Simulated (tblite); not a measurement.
# C5H13BF2N2: the cost of one run

Programs: tblite 0.8.0 and PySCF 2.14.0, with density-fitted response routines of our own. Each step states its level of theory. These are calculated values for one molecule in the gas phase, unless marked as measured. Atoms are numbered from 0 throughout.

## 1. Starting geometry

23 atoms, charge 0, multiplicity 1; geometry from: force field or distance geometry start.

Bonds of the start (Å): C0–C1 1.32, C1–B2 1.58, B2–N3 1.55, B2–N4 1.51, N4–C5 1.47, N4–C6 1.46, C1–C7 1.50, C7–F8 1.38, C7–F9 1.41, C0–H10 1.07, C0–H11 1.11, B2–H12 1.18, N3–H13 1.06, N3–H14 1.05, N3–H15 1.04, C5–H16 1.12, C5–H17 1.09, C5–H18 1.12, C6–H19 1.10, C6–H20 1.10, C6–H21 1.13, C7–H22 1.09.

## 2. Relaxing the molecule with GFN2-xTB

The job: settings as JSON, then the geometry in Å.

```
{"job": {"kind": "relax", "xc": "GFN2-xTB", "basis": "xTB"}, "charge": 0, "multiplicity": 1}
C     -2.385400     0.356100     0.790500
C     -1.423600    -0.234700     0.099000
B     -0.054000     0.469100    -0.243800
N     -0.166800     2.008900    -0.148100
N      1.111500     0.018600     0.600400
C      2.332800     0.721000     0.187900
C      1.437300    -1.392600     0.421300
C     -1.668000    -1.656200    -0.314300
F     -1.607900    -1.743700    -1.687900
F     -3.010000    -1.951200     0.009700
H     -2.353200     1.363100     1.155800
H     -3.314000    -0.211100     1.000800
H      0.112100     0.254900    -1.394100
H      0.176300     2.339900     0.801800
H     -1.171400     2.291500    -0.229900
H      0.412100     2.427600    -0.901100
H      2.322600     0.802200    -0.930200
H      2.437100     1.706900     0.643800
H      3.194500     0.057400     0.433900
H      1.074900    -1.685400    -0.576100
H      1.056700    -2.006200     1.245700
H      2.553700    -1.521200     0.357800
H     -1.072100    -2.387800     0.233000
```

Started as:

```
$ OMP_NUM_THREADS=1 python probes_run.py task.json out
```

One launch serves the whole session: the jobs run in the order shown.

**Question.** How long does this first job take on 1 thread of Arm Neoverse V2, shared host?

About 1.4 s.
